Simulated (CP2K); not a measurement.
Crystal: MnPt2.

```
Pt Mn
1.0
     2.85840    0.00000    0.00000
    -1.42920    2.47545    0.00000
     0.00000    0.00000    6.53250
Pt Mn
2 1
Direct
  0.66667 0.33333 0.31621
  0.33333 0.66667 0.68379
  0.00000 0.00000 0.00000
```

The cell comes from a database or a generator and needn't be the stable form of this composition.

Base run:

- Program: CP2K 2026.2
- Functional: PBE
- Potentials or basis: GTH_POTENTIALS Pt GTH-PBE-q18, Mn GTH-PBE-q15; TZVP-MOLOPT-SR-GTH basis
- Density cutoff: 6803 eV
- k mesh: 11 × 11 × 4
- Occupations: fermi-dirac, width 0.05 eV
- Spin: collinear spin, ferromagnetic start
- Starting moments: [0.0, 0.0, 4.0] μB

Its results: band gap on the k mesh none (metal or under the smearing width); pressure 0.3 GPa; net moment 4.67 μB per cell; site moments Pt +0.21; Mn +4.24 μB; largest force 0.120 eV/Å.

The run is repeated on the same cell with these changes: functional from PBE to PBEsol. What comes out?

Band gap on the k mesh none (metal or under the smearing width); pressure -8.3 GPa; net moment 4.64 μB per cell; site moments Pt +0.23; Mn +4.18 μB; largest force 0.117 eV/Å.

PBEsol binds more tightly than PBE, so the same cell stands under less pressure.

Caveats: the basis of atomic orbitals isn't converged, which shifts pressures, moduli and gaps; the potentials were made for another functional, which shifts forces and pressure (some runs).

Not every run made on this cell is shown here.
